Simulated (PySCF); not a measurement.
# C7H8O3: magnetic properties

What do calculations give for the magnetic properties of C7H8O3 (`C=CC/C(C=O)=C/C(=O)O`)?

Programs: PySCF 2.14.0, with routines of our own; each step states its level. All values are computed. Atoms count from 0.

### Step 1. The system as given

18 atoms, charge 0, multiplicity 1; geometry from: GFN2-xTB.

### Step 2. Magnetic properties: GIAO PBE/pcSseg-1

The job: settings as JSON, then the geometry in Å.

```
{"job": {"kind": "mag", "xc": "PBE", "basis": "pcSseg-1", "isotopologues": 0}, "charge": 0, "multiplicity": 1}
C      2.899493     0.721416     0.016806
C      1.874976     0.275688     0.719005
C      1.082518    -0.944365     0.376676
C     -0.377444    -0.680380     0.148234
C     -1.260378    -1.855600     0.348541
O     -0.899724    -2.864581     0.898881
C     -0.833447     0.528034    -0.221829
C     -2.231685     0.908453    -0.469647
O     -3.221277     0.242852    -0.288650
O     -2.296241     2.159436    -0.952608
H      3.452064     1.598279     0.307576
H      3.235463     0.222396    -0.877667
H      1.554920     0.793131     1.613867
H      1.490318    -1.419463    -0.521120
H      1.152631    -1.681051     1.184508
H     -2.279181    -1.743818    -0.048812
H     -0.132798     1.338473    -0.374019
H     -3.218967     2.407417    -1.120678
```

Method: GIAO PBE/pcSseg-1 magnetisability, rotational g tensor and spin-rotation constants, non-relativistic, gas phase.

Command:

```sh
$ OMP_NUM_THREADS=1 python excited_run.py task.json out
```

This one command runs all jobs of the session in turn.

The program printed:

```text
coarse grid: 15824 points
cycle   1  E = -496.1283916523  dE =  1.558e+00  |g| = 1.302e+00  |ddm| = 4.093e+00
cycle   2  E = -493.1082626397  dE =  3.020e+00  |g| = 3.598e+00  |ddm| = 4.564e+00
cycle   3  E = -496.0488466454  dE = -2.941e+00  |g| = 1.233e+00  |ddm| = 4.145e+00
cycle   4  E = -496.4415714465  dE = -3.927e-01  |g| = 1.956e-01  |ddm| = 1.320e+00
cycle   5  E = -496.4231960569  dE =  1.838e-02  |g| = 3.206e-01  |ddm| = 4.676e-01
cycle   6  E = -496.4506527768  dE = -2.746e-02  |g| = 6.639e-02  |ddm| = 3.244e-01
cycle   7  E = -496.4516283549  dE = -9.756e-04  |g| = 2.133e-02  |ddm| = 6.348e-02
cycle   8  E = -496.4517101956  dE = -8.184e-05  |g| = 1.081e-02  |ddm| = 2.434e-02
cycle   9  E = -496.4517383040  dE = -2.811e-05  |g| = 2.763e-03  |ddm| = 1.054e-02
cycle  10  E = -496.4517379483  dE =  3.557e-07  |g| = 3.194e-03  |ddm| = 4.916e-03
cycle  11  E = -496.4517398241  dE = -1.876e-06  |g| = 7.233e-04  |ddm| = 2.585e-03
final grid: 155056 points
cycle  12  E = -496.5747832101  dE = -1.013e-05  |g| = 2.240e-02  |ddm| = 6.125e-02
cycle  13  E = -496.5742083679  dE =  5.748e-04  |g| = 5.827e-02  |ddm| = 6.699e-02
cycle  14  E = -496.5748631183  dE = -6.548e-04  |g| = 9.876e-03  |ddm| = 5.693e-02
cycle  15  E = -496.5748837515  dE = -2.063e-05  |g| = 1.670e-03  |ddm| = 9.320e-03
cycle  16  E = -496.5748842497  dE = -4.982e-07  |g| = 5.752e-04  |ddm| = 1.518e-03
cycle  17  E = -496.5748843181  dE = -6.840e-08  |g| = 2.919e-04  |ddm| = 8.157e-04
cycle  18  E = -496.5748843399  dE = -2.186e-08  |g| = 5.556e-05  |ddm| = 2.893e-04
cycle  19  E = -496.5748843405  dE = -5.982e-10  |g| = 2.369e-05  |ddm| = 6.878e-05
converged SCF energy = -496.5748843405

Magnetisability tensor (1e-30 J/T^2)
    -1009.74       35.76       15.90
       35.76     -936.33     -125.46
       15.90     -125.46    -1311.49
isotropic -1085.85   principal values   -1351.51  -1015.27   -890.79
isotropic susceptibility -65.392 1e-6 cm^3/mol

Inertial axes            a          b          c
rot. const./GHz      1.5687     0.9356     0.5991
chi total           -61.154    -53.677    -81.344
chi diamagnetic    -851.974  -1362.560  -2051.084
chi paramagnetic    790.820   1308.883   1969.740
quadrupole/D A        6.083     -9.845      3.761
g nuclear            0.5479     0.5553     0.5472
g electronic        -0.5828    -0.5753    -0.5544
g total             -0.0349    -0.0200    -0.0073

Spin-rotation constants (kHz, H = +C I.J)
atom  isotope        aa         bb         cc
 10     1H       -0.140      0.028     -0.038
 11     1H       -0.155     -0.097      0.046
 12     1H       -0.149     -0.098      0.049
 13     1H       -0.143     -0.104      0.012
 14     1H       -0.080     -0.023     -0.044
 15     1H        0.164     -0.051     -0.038
 16     1H       -0.105      0.070     -0.071
 17     1H        0.135     -0.095     -0.088
  0    13C*       0.314      0.296      0.244
  1    13C*       0.332      0.328      0.272
  2    13C*       0.311      0.173      0.098
  3    13C*       0.768      0.429      0.100
  4    13C*       0.770      0.496      0.143
  5    17O*      -1.208     -1.031     -0.029
  6    13C*       0.660      0.361      0.099
  7    13C*       0.704      0.379      0.157
  8    17O*      -0.836     -0.550     -0.078
  9    17O*      -0.522     -0.163     -0.130
* in the singly substituted isotopologue
```

Run time: 94 s. Hardware: 1 thread of Arm Neoverse N1, shared host; peak memory 0.72 GiB.

From this job:

```csv
quantity,value
magnetisability,-1086·10⁻³⁰ J/T²
molar susceptibility,-65.4·10⁻⁶ cm³/mol
"rotational g (a, b, c)","-0.0349, -0.0200, -0.0073"
```

### Step 3. Magnetic properties: GIAO KT2/def2-SVP

The job, as its differences from that of step 2:

```diff
@@ -1,2 +1,2 @@
-{"job": {"kind": "mag", "xc": "PBE", "basis": "pcSseg-1", "isotopologues": 0}, "charge": 0, "multiplicity": 1}
+{"job": {"kind": "mag", "xc": "KT2", "basis": "def2-SVP", "scf": {"max_cycle": 1}}, "charge": 0, "multiplicity": 1}
 C      2.899493     0.721416     0.016806
```

Level: GIAO KT2/def2-SVP magnetisability, rotational g tensor and spin-rotation constants, non-relativistic, gas phase.

The program printed:

```text
final grid: 155056 points
cycle   1  E = -504.5076870112  dE =  1.613e+00  |g| = 1.348e+00  |ddm| = 4.843e+00
SCF not converged, last energy = -504.5076870112
```

Run time: 8.7 s. Hardware: 1 thread of Arm Neoverse N1, shared host; peak memory 0.58 GiB.

**What went wrong.** The cap of 1 cycle ended the SCF at a gradient of 1.3e+00. The remedy is to raise the cap. Numbers printed on the way are no properties of the molecule.

### Step 4. Results

```
                                          quantity                               value
       magnetisability (step 2, GIAO PBE/pcSseg-1)                    -1086·10⁻³⁰ J/T²
  molar susceptibility (step 2, GIAO PBE/pcSseg-1)                  -65.4·10⁻⁶ cm³/mol
rotational g (a, b, c) (step 2, GIAO PBE/pcSseg-1)           -0.0349, -0.0200, -0.0073
                                              runs  1 failed, 0 ended on unsound input
```

The values above hold for this geometry and these levels alone. Vibrational averaging and real surroundings are missing from these values.
